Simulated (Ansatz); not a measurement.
# HfB under changes of volume

One of the cells (12.326 Å³/atom); the others are scaled copies at fixed shape and fractional positions:

```
Hf B
1.0
     0.00000    2.31000    2.31000
     2.31000    0.00000    2.31000
     2.31000    2.31000    0.00000
Hf B
1 1
Direct
  0.50000 0.50000 0.50000
  0.00000 0.00000 0.00000
```

- Program: Ansatz 0.2.0
- Functional: LDA
- Potentials or basis: Ansatz PAW
- Cutoff: 420 eV (not typed: the program's choice for these potentials)
- k mesh: 10 × 10 × 10
- Occupations: fermi-dirac, width 0.05 eV
- Spin: no spin polarisation

```csv
volume (Å³/atom),energy over the lowest point (meV/atom),pressure (GPa)
11.587,170.50,35.4
11.833,121.24,29.0
12.080,81.35,23.2
12.326,50.01,17.9
12.573,26.45,13.1
12.819,?,?
13.066,0.00,4.6
```

Problem. What does the run at 12.819 Å³/atom give?

Solution. Energy over the lowest point 9.98 meV/atom; pressure 8.7 GPa.

Worked out: A Birch-Murnaghan fit of order 3 (a polynomial in V^(-2/3)) to the other rows has its minimum at 13.38 Å³/atom, just outside them, with B0 = V·E''(V) = 184 GPa and B' = 4.0. It gives 10.02 meV/atom at 12.819 Å³/atom, against the run's 9.98, and -dE/dV = 8.5 GPa, against 8.7.

Energies are extrapolated to zero smearing.

Caveats: the PAW data sets come from PBE, with cores solved anew for the run's functional, which leaves a small shift of forces and pressure.
